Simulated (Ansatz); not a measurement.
**C3H10GeO: small, medium and large basis sets**

How large a basis does C3H10GeO need? Two functionals are run in growing sets.

The runs use Ansatz 0.2.0, Gaussian basis; one geometry, several basis sets.

Plan: PBE0-D4/def2-SVP; ωB97M-V/def2-SVP; PBE0-D4/def2-QZVPP; ωB97M-V/def2-QZVPP; the functionals' def2-TZVPP values are taken from earlier runs.

## Step 1: Structure used throughout

An earlier PBE0-D4 in a triple-zeta def2 set relaxation fixed the geometry.

SMILES `[CH3][Ge]([CH3])([CH3])[OH]`, 15 atoms, charge 0, spin multiplicity 1.

Atoms are counted from 1 here; the program's logs count them from 0.

Bond lengths: C1–Ge2 1.953 Å, C1–H6 1.092 Å, C1–H7 1.092 Å, C1–H8 1.091 Å, Ge2–C3 1.953 Å, Ge2–C4 1.942 Å, Ge2–O5 1.796 Å, C3–H9 1.092 Å, C3–H10 1.091 Å, C3–H11 1.092 Å, C4–H12 1.092 Å, C4–H13 1.091 Å, C4–H14 1.091 Å, O5–H15 0.959 Å. Angles: Ge2–C1–H6 110.8°, Ge2–C1–H7 110.6°, Ge2–C1–H8 110.1°, H6–C1–H7 108.2°, H6–C1–H8 108.5°, H7–C1–H8 108.6°, C1–Ge2–C3 110.9°, C1–Ge2–C4 112.4°, C1–Ge2–O5 108.8°, C3–Ge2–C4 112.4°, C3–Ge2–O5 108.8°, C4–Ge2–O5 103.2°, Ge2–C3–H9 110.8°, Ge2–C3–H10 110.1°, Ge2–C3–H11 110.6°, H9–C3–H10 108.5°, H9–C3–H11 108.2°, H10–C3–H11 108.6° and more.

## Step 2: PBE0-D4 in def2-SVP

Input file in.yaml:

```yaml
crystal:
  periodic: [false, false, false]
  atoms:
    - {symbol: C, position_ang: [-1.853697, 0.226721, 0.075129]}
    - {symbol: Ge, position_ang: [0.081973, 0.164081, -0.176691]}
    - {symbol: C, position_ang: [1.011801, 0.351800, 1.530451]}
    - {symbol: C, position_ang: [0.649414, -1.412510, -1.158415]}
    - {symbol: O, position_ang: [0.570127, 1.515300, -1.254070]}
    - {symbol: H, position_ang: [-2.148845, 1.148337, 0.580781]}
    - {symbol: H, position_ang: [-2.189836, -0.616968, 0.681876]}
    - {symbol: H, position_ang: [-2.359398, 0.183739, -0.890734]}
    - {symbol: H, position_ang: [0.714166, 1.273677, 2.034167]}
    - {symbol: H, position_ang: [2.090643, 0.377267, 1.369445]}
    - {symbol: H, position_ang: [0.777937, -0.486982, 2.189772]}
    - {symbol: H, position_ang: [0.410631, -2.321787, -0.603635]}
    - {symbol: H, position_ang: [1.726480, -1.378936, -1.328240]}
    - {symbol: H, position_ang: [0.147039, -1.450940, -2.125973]}
    - {symbol: H, position_ang: [0.349663, 2.376501, -0.894763]}
basis:
  gaussian: {orbitals: def2-SVP}
hamiltonian: {xc: pbe0, dispersion: d4}
output: {orbitals: {seedname: orbitals}}
```

Run with:

```bash
$ ansatz run in.yaml --threads 4 --pin off --events-out ev --progress --plain --max-ram 11315MiB
```

Further steps of the session: ωB97M-V in def2-SVP; PBE0-D4 in def2-QZVPP; ωB97M-V in def2-QZVPP.

**Question.** What will the summary of the whole plan be? Wanted: PBE0-D4: double and triple zeta above quadruple; ωB97M-V: double and triple zeta above quadruple.

The runs gave:

| quantity | value |
| --- | --- |
| PBE0-D4: double and triple zeta above quadruple | 14.98, 1.54 eV |
| ωB97M-V: double and triple zeta above quadruple | 15.24, 1.50 eV |

For PBE0-D4 the step from double to triple zeta gains 13.44 eV and the next only 1.54 eV. These are total energies; as a rule much of such shifts cancels in differences, which this series doesn't test. The LUMO of ωB97M-V is positive and keeps falling with the basis (2.86 to 1.41 eV): an unbound level that the basis holds in place.
